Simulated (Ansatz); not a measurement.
# CH₆NSn+ (SMILES C[NH][SnH2+]): a rigid scan of the bond length N2–H7, part 3 of 3

Ansatz 0.2.0, Gaussian basis. Earlier steps stand in the parts before.

**8. N2–H7 = 1.253 Å**

Contents of pbe-tzvpp/in.yaml:

```yaml
crystal:
  periodic: [false, false, false]
  atoms:
    - {symbol: C, position_ang: [-0.443118, 1.035790, -0.702174]}
    - {symbol: N, position_ang: [0.225033, -0.238952, -0.477923]}
    - {symbol: Sn, position_ang: [0.435716, -1.188490, 1.185082]}
    - {symbol: H, position_ang: [-1.270699, 0.910721, -1.403871]}
    - {symbol: H, position_ang: [0.259659, 1.763960, -1.112988]}
    - {symbol: H, position_ang: [-0.840924, 1.430627, 0.232914]}
    - {symbol: H, position_ang: [0.708465, -0.749922, -1.514848]}
    - {symbol: H, position_ang: [1.265379, -2.642550, 1.083613]}
    - {symbol: H, position_ang: [-0.246567, -0.419434, 2.510828]}
basis:
  gaussian: {orbitals: def2-TZVPP}
total_charge: 1
hamiltonian: {xc: pbe, dispersion: d4}
output: {forces: true}
```

r2scan-tzvpp/in.yaml differs from pbe-tzvpp/in.yaml so:

```diff
-hamiltonian: {xc: pbe, dispersion: d4}
+hamiltonian: {xc: r2scan, dispersion: d4}
```

pbe0-tzvpp/in.yaml:

```diff
-hamiltonian: {xc: pbe, dispersion: d4}
-output: {forces: true}
+hamiltonian: {xc: pbe0, dispersion: d4}
+output: {forces: true, orbitals: {seedname: orbitals}}
```

b3lyp-tzvpp/in.yaml:

```diff
-hamiltonian: {xc: pbe, dispersion: d4}
+hamiltonian: {xc: {name: B3LYP}, dispersion: d4}
```

wb97mv-tzvpp/in.yaml:

```diff
-hamiltonian: {xc: pbe, dispersion: d4}
-output: {forces: true}
+hamiltonian: {xc: {name: wB97M-V}}
```

ccsdt-tzvpp/in.yaml:

```diff
-hamiltonian: {xc: pbe, dispersion: d4}
-output: {forces: true}
+correlation: {method: ccsd_t}
```

One command serves all of them, each in its own folder.

Launch:

```console
ansatz run in.yaml --threads 2 --pin off --events-out ev --progress --plain --max-ram 4352MiB
```

Output in pbe-tzvpp (excerpt; [...] marks lines left out):

```text
Functional definition: PBE
  name "PBE"
  cite "Perdew, Burke & Ernzerhof, Phys. Rev. Lett. 77, 3865 (1996) doi:10.1103/PhysRevLett.77.3865"
  parent pbe
[...]
1077 factors; their error is unknown
[...]
mean field -8445.17539083 eV, -310.3544712675 hartree, gradient 4.9e-5 eV, S^2 0.000000; 0 other end points of the search recorded, 0 dependent functions left out
[...]
Atom 5 at    -0.840924     1.430627     0.232914 Å, force    -0.074045     0.047186     0.249496 eV/Å
Atom 6 at     0.708465    -0.749922    -1.514848 Å, force    -1.853944     1.965181     3.958142 eV/Å
Atom 7 at     1.265379    -2.642550     1.083613 Å, force     0.098972    -0.163786    -0.038963 eV/Å
Atom 8 at    -0.246567    -0.419434     2.510828 Å, force    -0.097405     0.125032     0.144693 eV/Å
Dipole moment:     0.015852     0.033275    -0.180133 e Å
```

Output in r2scan-tzvpp (excerpt; [...] marks lines left out):

```text
[... 5 set-up lines as earlier in the session ...]
[...]
1077 factors; their error is unknown
[...]
Atom 5 at    -0.840924     1.430627     0.232914 Å, force     0.025130    -0.063778     0.053106 eV/Å
Atom 6 at     0.708465    -0.749922    -1.514848 Å, force    -1.972229     2.095345     4.196699 eV/Å
Atom 7 at     1.265379    -2.642550     1.083613 Å, force    -0.003585     0.015585    -0.025294 eV/Å
Atom 8 at    -0.246567    -0.419434     2.510828 Å, force    -0.012554     0.027701    -0.015287 eV/Å
Dipole moment:     0.022345     0.013078    -0.155231 e Å
```

pbe0-tzvpp printed (excerpt; [...] marks lines left out):

```text
[... 5 set-up lines as earlier in the session ...]
[...]
1150 factors; their error is unknown
[...]
mean field -8445.56404798 eV, -310.3687541543 hartree, gradient 2.9e-5 eV, S^2 0.000000; 0 other end points of the search recorded, 0 dependent functions left out
[...]
Atom 5 at    -0.840924     1.430627     0.232914 Å, force     0.016027    -0.045257     0.046921 eV/Å
Atom 6 at     0.708465    -0.749922    -1.514848 Å, force    -2.041783     2.167972     4.348618 eV/Å
Atom 7 at     1.265379    -2.642550     1.083613 Å, force    -0.000408     0.001992    -0.002435 eV/Å
Atom 8 at    -0.246567    -0.419434     2.510828 Å, force    -0.009088     0.012580     0.010573 eV/Å
Dipole moment:     0.034921    -0.023030    -0.115793 e Å
```

Log of b3lyp-tzvpp (excerpt; [...] marks lines left out):

```text
[... 6 set-up lines as earlier in the session ...]
[...]
1121 factors; their error is unknown
[...]
Atom 5 at    -0.840924     1.430627     0.232914 Å, force     0.030073    -0.058382     0.011382 eV/Å
Atom 6 at     0.708465    -0.749922    -1.514848 Å, force    -1.977231     2.101497     4.205108 eV/Å
Atom 7 at     1.265379    -2.642550     1.083613 Å, force     0.029457    -0.048060    -0.012720 eV/Å
Atom 8 at    -0.246567    -0.419434     2.510828 Å, force    -0.034701     0.044696     0.050925 eV/Å
Dipole moment:     0.029305    -0.007718    -0.131052 e Å
```

Output in wb97mv-tzvpp (excerpt; [...] marks lines left out):

```text
[... 5 set-up lines as earlier in the session ...]
  # Of w^i u^j: cxij and so on, Table III.
[...]
  gx(w, u) = 1 - cx + cx01*u + cx10*w
[...]
      + integral(e_c_pw_mod_opposite_spin*gos(b97_w_opposite, b97_u_opposite)) + vv10(b, c)
1121 factors; their error is unknown
279 factors; integrals over basis functions are off by at most 9.7e-6 eV
[...]
mean field -8445.71519380 eV, -310.3743086609 hartree, gradient 2.0e-5 eV, S^2 0.000000; 0 other end points of the search recorded, 0 dependent functions left out
reference -8445.71524934 eV, -310.3743107019 hartree; 20, 20 occupied and 176, 176 virtual orbitals, 1121 factors
Total energy: -8445.71524934 eV, -310.3743107019 hartree
```

ccsdt-tzvpp printed (excerpt; [...] marks lines left out):

```text
[... 4 set-up lines as earlier in the session ...]
[...]
1310 factors; integrals over basis functions are off by at most 1.0e-3 eV
[...]
mean field -8405.22254299 eV, -308.8862311903 hartree, gradient 1.8e-6 eV, S^2 0.000000; 0 other end points of the search recorded, 0 dependent functions left out
6 core orbitals not correlated: weight in the atoms' cores, before any rotation towards them, 1.000 or more for the frozen orbitals, at most 0.000 for the correlated occupied ones
reference -8405.22254299 eV, -308.8862311903 hartree; 14, 14 occupied and 176, 176 virtual orbitals, 1310 factors
second order -19.29757642 eV of doubles, -0.00000000 eV of singles
cycle   1  -19.17493524 eV  change    1.2e-1 eV  update   1.3e-1
[...]
cycle  10  -19.87160350 eV  change    1.4e-5 eV  update   2.2e-5
perturbative correction -0.73973410 eV, -0.0271847268 hartree
Total energy: -8425.83388059 eV, -309.6436838765 hartree
```

They took 2.2 s (pbe-tzvpp), 4 s (r2scan-tzvpp), 4 s (pbe0-tzvpp), 3.7 s (b3lyp-tzvpp), 7 s (wb97mv-tzvpp), 73 s (ccsdt-tzvpp) on 2 threads of AMD EPYC 7R43, shared host; peak memory 2.6 GiB.

**9. N2–H7 = 1.333 Å**

Edit pbe-tzvpp/in.yaml of step 8 so:

```diff
@@ -9,3 +9,3 @@
     - {symbol: H, position_ang: [-0.840924, 1.430627, 0.232914]}
-    - {symbol: H, position_ang: [0.708465, -0.749922, -1.514848]}
+    - {symbol: H, position_ang: [0.739330, -0.782546, -1.581052]}
     - {symbol: H, position_ang: [1.265379, -2.642550, 1.083613]}
```

r2scan-tzvpp/in.yaml, as changes to pbe-tzvpp/in.yaml:

```diff
-hamiltonian: {xc: pbe, dispersion: d4}
+hamiltonian: {xc: r2scan, dispersion: d4}
```

pbe0-tzvpp/in.yaml:

```diff
-hamiltonian: {xc: pbe, dispersion: d4}
-output: {forces: true}
+hamiltonian: {xc: pbe0, dispersion: d4}
+output: {forces: true, orbitals: {seedname: orbitals}}
```

b3lyp-tzvpp/in.yaml:

```diff
-hamiltonian: {xc: pbe, dispersion: d4}
+hamiltonian: {xc: {name: B3LYP}, dispersion: d4}
```

wb97mv-tzvpp/in.yaml:

```diff
-hamiltonian: {xc: pbe, dispersion: d4}
-output: {forces: true}
+hamiltonian: {xc: {name: wB97M-V}}
```

ccsdt-tzvpp/in.yaml:

```diff
-hamiltonian: {xc: pbe, dispersion: d4}
-output: {forces: true}
+correlation: {method: ccsd_t}
```

The same command starts each run, in its folder.

Launch:

```console
ansatz run in.yaml --threads 2 --pin off --events-out ev --progress --plain --max-ram 4352MiB
```

pbe-tzvpp printed (excerpt; [...] marks lines left out):

```text
[... 4 set-up lines as earlier in the session ...]
[...]
1077 factors; their error is unknown
[...]
mean field -8444.77415585 eV, -310.3397261539 hartree, gradient 3.7e-5 eV, S^2 0.000000; 0 other end points of the search recorded, 0 dependent functions left out
[...]
Atom 5 at    -0.840924     1.430627     0.232914 Å, force    -0.072076     0.034689     0.275890 eV/Å
Atom 6 at     0.739330    -0.782546    -1.581052 Å, force    -1.975028     2.094852     4.212887 eV/Å
Atom 7 at     1.265379    -2.642550     1.083613 Å, force     0.098052    -0.162037    -0.039229 eV/Å
Atom 8 at    -0.246567    -0.419434     2.510828 Å, force    -0.100687     0.130064     0.147228 eV/Å
Dipole moment:     0.018196     0.034524    -0.195995 e Å
```

r2scan-tzvpp printed (excerpt; [...] marks lines left out):

```text
[... 5 set-up lines as earlier in the session ...]
[...]
1077 factors; their error is unknown
[...]
Atom 5 at    -0.840924     1.430627     0.232914 Å, force     0.027176    -0.076721     0.080399 eV/Å
Atom 6 at     0.739330    -0.782546    -1.581052 Å, force    -2.105108     2.237079     4.477926 eV/Å
Atom 7 at     1.265379    -2.642550     1.083613 Å, force    -0.004463     0.017203    -0.025396 eV/Å
Atom 8 at    -0.246567    -0.419434     2.510828 Å, force    -0.015962     0.032837    -0.012398 eV/Å
Dipole moment:     0.024856     0.014108    -0.171323 e Å
```

Log of pbe0-tzvpp (excerpt; [...] marks lines left out):

```text
[... 5 set-up lines as earlier in the session ...]
[...]
1150 factors; their error is unknown
[...]
mean field -8445.12406875 eV, -310.3525852160 hartree, gradient 2.8e-5 eV, S^2 0.000000; 0 other end points of the search recorded, 0 dependent functions left out
[...]
Atom 5 at    -0.840924     1.430627     0.232914 Å, force     0.017960    -0.057210     0.071888 eV/Å
Atom 6 at     0.739330    -0.782546    -1.581052 Å, force    -2.171748     2.307112     4.622175 eV/Å
Atom 7 at     1.265379    -2.642550     1.083613 Å, force    -0.001164     0.003413    -0.002605 eV/Å
Atom 8 at    -0.246567    -0.419434     2.510828 Å, force    -0.012148     0.017112     0.013406 eV/Å
Dipole moment:     0.038518    -0.023340    -0.133662 e Å
```

b3lyp-tzvpp printed (excerpt; [...] marks lines left out):

```text
[... 6 set-up lines as earlier in the session ...]
[...]
1121 factors; their error is unknown
[...]
Atom 5 at    -0.840924     1.430627     0.232914 Å, force     0.032034    -0.070498     0.036686 eV/Å
Atom 6 at     0.739330    -0.782546    -1.581052 Å, force    -2.084271     2.216408     4.429480 eV/Å
Atom 7 at     1.265379    -2.642550     1.083613 Å, force     0.028644    -0.046471    -0.013082 eV/Å
Atom 8 at    -0.246567    -0.419434     2.510828 Å, force    -0.037883     0.049411     0.053854 eV/Å
Dipole moment:     0.032223    -0.007461    -0.147023 e Å
```

wb97mv-tzvpp printed (excerpt; [...] marks lines left out):

```text
[... 5 set-up lines as earlier in the session ...]
  # Of w^i u^j: cxij and so on, Table III.
[...]
  gx(w, u) = 1 - cx + cx01*u + cx10*w
[...]
      + integral(e_c_pw_mod_opposite_spin*gos(b97_w_opposite, b97_u_opposite)) + vv10(b, c)
1121 factors; their error is unknown
279 factors; integrals over basis functions are off by at most 9.9e-6 eV
[...]
mean field -8445.27360577 eV, -310.3580806001 hartree, gradient 3.8e-5 eV, S^2 0.000000; 0 other end points of the search recorded, 0 dependent functions left out
reference -8445.27366151 eV, -310.3580826483 hartree; 20, 20 occupied and 176, 176 virtual orbitals, 1121 factors
Total energy: -8445.27366151 eV, -310.3580826483 hartree
```

Log of ccsdt-tzvpp (excerpt; [...] marks lines left out):

```text
[... 4 set-up lines as earlier in the session ...]
[...]
1310 factors; integrals over basis functions are off by at most 1.0e-3 eV
[...]
mean field -8404.71569434 eV, -308.8676048460 hartree, gradient 2.4e-6 eV, S^2 0.000000; 0 other end points of the search recorded, 0 dependent functions left out
6 core orbitals not correlated: weight in the atoms' cores, before any rotation towards them, 1.000 or more for the frozen orbitals, at most 0.000 for the correlated occupied ones
reference -8404.71569434 eV, -308.8676048460 hartree; 14, 14 occupied and 176, 176 virtual orbitals, 1310 factors
second order -19.37155467 eV of doubles, -0.00000000 eV of singles
cycle   1  -19.21877801 eV  change    1.5e-1 eV  update   1.3e-1
[...]
cycle  10  -19.93937184 eV  change    2.1e-5 eV  update   2.3e-5
perturbative correction -0.75366368 eV, -0.0276966294 hartree
Total energy: -8425.40872986 eV, -309.6280598751 hartree
```

They took 2.3 s (pbe-tzvpp), 3.9 s (r2scan-tzvpp), 3.9 s (pbe0-tzvpp), 3.4 s (b3lyp-tzvpp), 7 s (wb97mv-tzvpp), 79 s (ccsdt-tzvpp) on 2 threads of AMD EPYC 7R43, shared host; peak memory 2.6 GiB.

**10. N2–H7 = 1.417 Å**

Edit pbe-tzvpp/in.yaml of step 9 so:

```diff
@@ -9,3 +9,3 @@
     - {symbol: H, position_ang: [-0.840924, 1.430627, 0.232914]}
-    - {symbol: H, position_ang: [0.739330, -0.782546, -1.581052]}
+    - {symbol: H, position_ang: [0.771739, -0.816801, -1.650566]}
     - {symbol: H, position_ang: [1.265379, -2.642550, 1.083613]}
```

r2scan-tzvpp/in.yaml, as changes to pbe-tzvpp/in.yaml:

```diff
-hamiltonian: {xc: pbe, dispersion: d4}
+hamiltonian: {xc: r2scan, dispersion: d4}
```

pbe0-tzvpp/in.yaml:

```diff
-hamiltonian: {xc: pbe, dispersion: d4}
-output: {forces: true}
+hamiltonian: {xc: pbe0, dispersion: d4}
+output: {forces: true, orbitals: {seedname: orbitals}}
```

b3lyp-tzvpp/in.yaml:

```diff
-hamiltonian: {xc: pbe, dispersion: d4}
+hamiltonian: {xc: {name: B3LYP}, dispersion: d4}
```

wb97mv-tzvpp/in.yaml:

```diff
-hamiltonian: {xc: pbe, dispersion: d4}
-output: {forces: true}
+hamiltonian: {xc: {name: wB97M-V}}
```

ccsdt-tzvpp/in.yaml:

```diff
-hamiltonian: {xc: pbe, dispersion: d4}
-output: {forces: true}
+correlation: {method: ccsd_t}
```

Each run has its own folder and the same command.

Launch:

```console
ansatz run in.yaml --threads 2 --pin off --events-out ev --progress --plain --max-ram 4352MiB
```

Log of pbe-tzvpp (excerpt; [...] marks lines left out):

```text
[... 4 set-up lines as earlier in the session ...]
[...]
1077 factors; their error is unknown
[...]
mean field -8444.33566562 eV, -310.3236119352 hartree, gradient 3.6e-5 eV, S^2 0.000000; 0 other end points of the search recorded, 0 dependent functions left out
[...]
Atom 5 at    -0.840924     1.430627     0.232914 Å, force    -0.071244     0.023338     0.304938 eV/Å
Atom 6 at     0.771739    -0.816801    -1.650566 Å, force    -2.011016     2.133489     4.288286 eV/Å
Atom 7 at     1.265379    -2.642550     1.083613 Å, force     0.096991    -0.160141    -0.039185 eV/Å
Atom 8 at    -0.246567    -0.419434     2.510828 Å, force    -0.104317     0.135616     0.150067 eV/Å
Dipole moment:     0.020013     0.036444    -0.211055 e Å
```

Output in r2scan-tzvpp (excerpt; [...] marks lines left out):

```text
[... 5 set-up lines as earlier in the session ...]
[...]
1077 factors; their error is unknown
[...]
Atom 5 at    -0.840924     1.430627     0.232914 Å, force     0.028091    -0.088534     0.110372 eV/Å
Atom 6 at     0.771739    -0.816801    -1.650566 Å, force    -2.130271     2.263991     4.530939 eV/Å
Atom 7 at     1.265379    -2.642550     1.083613 Å, force    -0.005493     0.018954    -0.025094 eV/Å
Atom 8 at    -0.246567    -0.419434     2.510828 Å, force    -0.019697     0.038461    -0.009213 eV/Å
Dipole moment:     0.026904     0.015722    -0.186701 e Å
```

Log of pbe0-tzvpp (excerpt; [...] marks lines left out):

```text
[... 5 set-up lines as earlier in the session ...]
[...]
1150 factors; their error is unknown
[...]
mean field -8444.64386293 eV, -310.3349379774 hartree, gradient 2.0e-5 eV, S^2 0.000000; 0 other end points of the search recorded, 0 dependent functions left out
[...]
Atom 5 at    -0.840924     1.430627     0.232914 Å, force     0.018996    -0.068321     0.099139 eV/Å
Atom 6 at     0.771739    -0.816801    -1.650566 Å, force    -2.210076     2.348359     4.702197 eV/Å
Atom 7 at     1.265379    -2.642550     1.083613 Å, force    -0.002028     0.004931    -0.002493 eV/Å
Atom 8 at    -0.246567    -0.419434     2.510828 Å, force    -0.015502     0.022061     0.016552 eV/Å
Dipole moment:     0.041911    -0.023365    -0.151292 e Å
```

Output in b3lyp-tzvpp (excerpt; [...] marks lines left out):

```text
[... 6 set-up lines as earlier in the session ...]
[...]
1121 factors; their error is unknown
[...]
Atom 5 at    -0.840924     1.430627     0.232914 Å, force     0.033065    -0.081753     0.064389 eV/Å
Atom 6 at     0.771739    -0.816801    -1.650566 Å, force    -2.125598     2.260675     4.516367 eV/Å
Atom 7 at     1.265379    -2.642550     1.083613 Å, force     0.027725    -0.044771    -0.013215 eV/Å
Atom 8 at    -0.246567    -0.419434     2.510828 Å, force    -0.041390     0.054610     0.057078 eV/Å
Dipole moment:     0.034775    -0.006762    -0.162369 e Å
```

Log of wb97mv-tzvpp (excerpt; [...] marks lines left out):

```text
[... 5 set-up lines as earlier in the session ...]
  # Of w^i u^j: cxij and so on, Table III.
[...]
  gx(w, u) = 1 - cx + cx01*u + cx10*w
[...]
      + integral(e_c_pw_mod_opposite_spin*gos(b97_w_opposite, b97_u_opposite)) + vv10(b, c)
1121 factors; their error is unknown
279 factors; integrals over basis functions are off by at most 1.1e-5 eV
[...]
mean field -8444.79051220 eV, -310.3403272386 hartree, gradient 5.5e-5 eV, S^2 0.000000; 0 other end points of the search recorded, 0 dependent functions left out
reference -8444.79056813 eV, -310.3403292942 hartree; 20, 20 occupied and 176, 176 virtual orbitals, 1121 factors
Total energy: -8444.79056813 eV, -310.3403292942 hartree
```

ccsdt-tzvpp printed (excerpt; [...] marks lines left out):

```text
[... 4 set-up lines as earlier in the session ...]
[...]
1309 factors; integrals over basis functions are off by at most 1.0e-3 eV
[...]
mean field -8404.16323681 eV, -308.8473024065 hartree, gradient 3.1e-6 eV, S^2 0.000000; 0 other end points of the search recorded, 0 dependent functions left out
6 core orbitals not correlated: weight in the atoms' cores, before any rotation towards them, 1.000 or more for the frozen orbitals, at most 0.000 for the correlated occupied ones
reference -8404.16323681 eV, -308.8473024065 hartree; 14, 14 occupied and 176, 176 virtual orbitals, 1309 factors
second order -19.45138577 eV of doubles, -0.00000000 eV of singles
cycle   1  -19.26624105 eV  change    1.9e-1 eV  update   1.3e-1
[...]
cycle  10  -20.01486553 eV  change    3.3e-5 eV  update   2.5e-5
perturbative correction -0.76960848 eV, -0.0282825899 hartree
Total energy: -8424.94771082 eV, -309.6111177379 hartree
```

Wall times: 2.8 s (pbe-tzvpp), 4.8 s (r2scan-tzvpp), 4.7 s (pbe0-tzvpp), 4.1 s (b3lyp-tzvpp), 8 s (wb97mv-tzvpp), 84 s (ccsdt-tzvpp) on 2 threads of AMD EPYC 7R43, shared host; peak memory 2.6 GiB.

**11. The curves**

Energies less that of the minimum at the same level (meV):

| bond length (Å) | PBE-D4 | r2SCAN-D4 | PBE0-D4 | B3LYP-D4 | wB97M-V | Hartree-Fock | MP2 | CCSD | CCSD(T) |
| --- | --- | --- | --- | --- | --- | --- | --- | --- | --- |
| 0.891 | 468 | 429 | 423 | 422 | 417 | 344 | 435 | 416 | 431 |
| 0.926 | 229 | 201 | 196 | 197 | 193 | 138 | 204 | 191 | 202 |
| 0.977 | 42 | 31 | 28 | 29 | 27 | 4 | 32 | 26 | 31 |
| 1.012 (minimum) | 0 | 0 | 0 | 0 | 0 | 0 | 0 | 0 | 0 |
| 1.038 | 5 | 13 | 15 | 14 | 16 | 33 | 13 | 16 | 13 |
| 1.104 | 120 | 149 | 159 | 152 | 161 | 226 | 150 | 163 | 150 |
| 1.176 | 365 | 416 | 436 | 421 | 439 | 559 | 421 | 442 | 419 |
| 1.253 | 708 | 781 | 815 | 788 | 819 | 1000 | 793 | 822 | 786 |
| 1.333 | 1107 | 1204 | 1253 | 1210 | 1260 | 1507 | 1226 | 1261 | 1211 |
| 1.417 | 1540 | 1665 | 1728 | 1665 | 1743 | 2060 | 1699 | 1738 | 1672 |

Miss and cost, level by level (times from a shared host):

| method | RMS deviation from CCSD(T) (meV) | mean time a point |
| --- | --- | --- |
| PBE-D4 | 67 | 2.4 s |
| r2SCAN-D4 | 4 | 4.2 s |
| PBE0-D4 | 26 | 4 s |
| B3LYP-D4 | 5 | 3.7 s |
| wB97M-V | 32 | 7.3 s |
| Hartree-Fock | 189 | part of the CCSD(T) run |
| MP2 | 10 | part of the CCSD(T) run |
| CCSD | 32 | part of the CCSD(T) run |
| CCSD(T) | 0 | 76 s |

For cost: r2SCAN-D4 comes within 4 meV at 4.2 s a point, where CCSD(T) needs 76 s.

**12. Outcome**

The summary covers parts 1 to 3.

```
                       quantity                                                                                              value
         highest point, CCSD(T)                                                                                1672 meV at 1.417 Å
          lowest point, CCSD(T)                                                                                   0 meV at 1.012 Å
minimum along the scan, CCSD(T)                                                                                            1.013 Å
                curvature there                                                                                         44.6 eV/Å²
     RMS deviation from CCSD(T)  PBE-D4 67, r2SCAN-D4 4, PBE0-D4 26, B3LYP-D4 5, wB97M-V 32, Hartree-Fock 189, MP2 10, CCSD 32 meV
          largest T1 diagnostic                                                                                              0.022
```

What this shows: A polynomial through the near points puts the CCSD(T) minimum 0.001 Å above the PBE0-D4 value. The third derivative is negative, the usual anharmonicity of a bond. Curvature against CCSD(T): PBE-D4 -5 %, Hartree-Fock +13 %. Best along the scan: r2SCAN-D4. Worst: Hartree-Fock.
